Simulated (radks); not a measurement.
**Fractional charge and spin in the 5s shell of antimony**

One table from this session's results is given with a row withheld; the runs are named, their logs left out.

Method: scalar-relativistic Kohn-Sham, LDA (Slater exchange, Perdew-Wang correlation), spin-polarised, spherical densities, point nucleus. Code: radks (a radial shooting solver on a logarithmic mesh, Libxc functionals) version 1.

## Starting point

| Item | Value |
| --- | --- |
| element | antimony (Z = 51) |
| configuration | [Kr] 4d10 5p(up 1.5, down 1.5) 5s(up 1, down 1) |

A shell typed twice in an input gives spin up, then spin down.

The first run:

Input:

```text
Z 51
configuration [Kr] 4d10 5p1.5 5p1.5 5s1 5s1
relativity scalar-relativistic
functional lda,pw
spin polarised
nucleus point
c 137.035999084
```

Among the steps run: 5s: up 1, down 1.

One of the session's tables, all rows but one given; the rest of the session is left out.

It belongs to the step «5s: up 1, down 1». From the orbitals of this run (lengths in bohr):

```
level     <r>  outermost maximum (interpolated)  90 % within  nodes
   3s  0.3311                             0.300        0.487      2
   3p  0.3292                             0.294        0.494      1
   3d  0.3057                             0.244        0.481      0
   4s  0.7907                             0.722         1.14      3
   4p  0.8524                             0.762         1.25      2
   4d   1.032                             0.847         1.60      1
   5s       ?                                 ?            ?      ?
   5p   2.904                              2.33         4.44      3
```

Q: Estimate the row for 5s from the others.

The run gave: <r>: 2.215; outermost maximum (interpolated): 1.89; 90 % within: 3.28; nodes: 4. In the column «<r>» it lies between 4d (1.032) and 5p (2.904).
